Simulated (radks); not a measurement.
**Ionisation of Xe: one atom, several choices of relativity**

The task here is to estimate one member of a computed series from the others.

Program: radks (a radial shooting solver on a logarithmic mesh, Libxc functionals) version 1. Level of theory: Kohn-Sham, PBE, spin-unpolarised, spherical densities. These are calculated values, not measurements, unless marked.

## The system

- element: xenon (Z = 54)
- charge: 0
- electrons: 54
- configuration: [Xe]
- ion: Xe⁺, [Kr] 4d10 5s2 5p5
- choices: non-relativistic; scalar-relativistic; Dirac, 2j+1 shares; Dirac, low j first; scalar-relativistic, finite nucleus; Dirac, 2j+1 shares, finite nucleus; Dirac, c × 1.5; Dirac, c × 100; Dirac, c × 0.75

Set-up of the first run:

The run's settings:

```text
Z 54
configuration [Xe] 6s0 4f0
relativity non-relativistic
functional pbe,pbe
spin unpolarised
nucleus point
```

Steps of the session up to this table: non-relativistic: Xe.

One of the session's tables, all rows but one given; the rest of the session is left out.

It belongs to the step «non-relativistic: Xe». From the orbitals of this run (lengths in bohr):

```
level     <r>  outermost maximum (interpolated)  90 % within  nodes
   3s  0.3204                             0.292        0.469      2
   3p  0.3106                             0.279        0.465      1
   3d  0.2812                             0.227        0.440      0
   4s  0.7466                             0.689         1.07      3
   4p  0.7776                             0.705         1.13      2
   4d  0.8709                             0.746         1.32      1
   5s       ?                                 ?            ?      ?
   5p   2.331                              1.93         3.50      3
```

**Question.** Estimate the row for 5s.

**Answer.** <r>: 1.943; outermost maximum (interpolated): 1.70; 90 % within: 2.83; nodes: 4. In the column «<r>» it lies between 4d (0.8709) and 5p (2.331).

To keep in mind: Spin polarisation and multiplet splitting of open shells are left out at every level.
